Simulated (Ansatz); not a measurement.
# B₂H₃Br: ionisation energy by level of theory

One table from this session's results is given with a row withheld; the runs are named, their logs left out.

Computed with Ansatz 0.2.0, Gaussian basis. Level: unrestricted cation, the program's frozen cores in correlated methods.

Plan: UKS PBE-D4/def2-TZVPP; UKS r2SCAN-D4/def2-TZVPP; UKS PBE0-D4/def2-TZVPP; UKS B3LYP-D4/def2-TZVPP; UKS wB97X-V/def2-TZVPP; UKS wB97M-V/def2-TZVPP; UKS B2PLYP/def2-TZVPP; UHF-CCSD(T)/def2-TZVPP; UHF-MP2/def2-QZVPP; extrapolation to the limit; then −ε(HOMO) from the neutral's earlier runs with LDA (SPW92), PBE-D4, revPBE-D4, BLYP-D4, r2SCAN-D4, B97M-V, PBE0-D4, B3LYP-D4, r2SCANh-D4, r2SCAN0-D4, HSE06-D4, BHLYP-D4, CAM-B3LYP-D4, LC-ωPBE, ωB97X-V, ωB97M-V.

### The geometry

All runs share one geometry, relaxed beforehand with PBE0-D4 in a triple-zeta def2 set.

SMILES `BBBr`, 6 atoms, charge 0, spin multiplicity 1.

Atoms are counted from 1 here; the program's logs count them from 0.

Bond lengths: B1–B2 1.645 Å, B1–H4 1.198 Å, B1–H5 1.198 Å, B2–Br3 1.919 Å, B2–H6 1.192 Å. Angles: B2–B1–H4 121.5°, B2–B1–H5 121.5°, H4–B1–H5 117.0°, B1–B2–Br3 112.6°, B1–B2–H6 131.3°, Br3–B2–H6 116.1°.

Geometry (Å):

```
B    -0.23091    0.01302   -0.85639
B     0.45048   -0.17006    0.62958
Br   -0.62653    0.57719    2.03103
H    -0.03370    0.99167   -1.51872
H    -0.99189   -0.79907   -1.29998
H     1.47465   -0.67674    0.96827
```

The first run:

File in.yaml:

```yaml
crystal:
  periodic: [false, false, false]
  atoms:
    - {symbol: B, position_ang: [-0.230910, 0.013016, -0.856388]}
    - {symbol: B, position_ang: [0.450480, -0.170063, 0.629577]}
    - {symbol: Br, position_ang: [-0.626529, 0.577187, 2.031034]}
    - {symbol: H, position_ang: [-0.033704, 0.991671, -1.518718]}
    - {symbol: H, position_ang: [-0.991889, -0.799072, -1.299978]}
    - {symbol: H, position_ang: [1.474651, -0.676738, 0.968272]}
basis:
  gaussian: {orbitals: def2-TZVPP}
total_charge: 1
magnetization: {spin_polarized: true, initial_magnetization: 1}
hamiltonian: {xc: pbe, dispersion: d4}
```

Run with:

```bash
$ ansatz run in.yaml --threads 2 --pin off --events-out ev --progress --plain --max-ram 4352MiB
```

Steps of the session up to this table: Cation, UKS PBE-D4/def2-TZVPP; Cation, UKS r2SCAN-D4/def2-TZVPP; Cation, UKS PBE0-D4/def2-TZVPP; Cation, UKS B3LYP-D4/def2-TZVPP; Cation, UKS wB97X-V/def2-TZVPP; Cation, UKS wB97M-V/def2-TZVPP; Cation, UKS B2PLYP (frozen core)/def2-TZVPP; Cation, UHF-CCSD(T)/def2-TZVPP; Cation, UHF-MP2/def2-QZVPP.

One of the session's tables, all rows but one given; the rest of the session is left out.

For comparison, −ε(HOMO) of the neutral from earlier runs:

```
  functional  −ε(HOMO) (eV)
 LDA (SPW92)           6.79
      PBE-D4           6.68
   revPBE-D4           6.64
     BLYP-D4           6.56
   r2SCAN-D4           6.95
      B97M-V           7.05
     PBE0-D4           7.93
    B3LYP-D4           7.71
  r2SCANh-D4           7.41
  r2SCAN0-D4           8.11
    HSE06-D4           7.53
    BHLYP-D4           9.07
CAM-B3LYP-D4           9.28
     LC-ωPBE          10.63
     ωB97X-V          10.28
     ωB97M-V              ?
```

Estimate the missing values for ωB97M-V.

As computed: −ε(HOMO) (eV): 10.14. In the column «−ε(HOMO) (eV)» it lies between CAM-B3LYP-D4 (9.28) and ωB97X-V (10.28).

Caveats from the session: The cation may have settled in a state other than its lowest; no search over hole states beyond the program's own was made.
